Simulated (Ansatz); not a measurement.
# H3SbTe: the cost of one run

All numbers below are computed with Ansatz 0.2.0 (RKS CAM-B3LYP-D4/def2-SVP).

### 1 Starting point

Bond lengths: Sb1–Te2 2.811 Å, Sb1–H3 1.769 Å, Sb1–H4 1.763 Å, Te2–H5 1.724 Å. Angles: Sb1–Te2–H5 89.3°, Te2–Sb1–H3 90.6°, Te2–Sb1–H4 90.8°, H3–Sb1–H4 95.2°.

Coordinates:

```xyz
5

Sb   -0.7592   -1.0380   -0.5291
Te    0.1588    1.5741   -1.0154
H    -1.2488   -0.5815    1.1080
H     0.8654   -1.5500   -0.0745
H     1.0336    1.5218    0.4697
```

### 2 Relaxing end A

Input file input.yaml:

```yaml
crystal:
  periodic: [false, false, false]
  atoms:
    - { symbol: Sb, position_ang: [-0.7592, -1.038, -0.5291] }
    - { symbol: Te, position_ang: [0.1588, 1.5741, -1.0154] }
    - { symbol: H, position_ang: [-1.2488, -0.5815, 1.108] }
    - { symbol: H, position_ang: [0.8654, -1.55, -0.0745] }
    - { symbol: H, position_ang: [1.0336, 1.5218, 0.4697] }
basis:
  gaussian: { orbitals: def2-SVP }
hamiltonian:
  xc: cam_b3lyp
  dispersion: d4
relax:
  f_tol: 0.015
  max_steps: 40
```

Started as:

```sh
$ ansatz run input.yaml --threads 1 --pin off --max-ram 2048MiB --backend cpu --events-out ev --progress --plain --runs-dir out
```

Q: Estimate wall time and peak memory on 1 thread of Intel Xeon Platinum 8259CL at 2.50GHz (Skylake/Cascade Lake), shared host.

About 28 s, with a peak of 0.18 GiB.
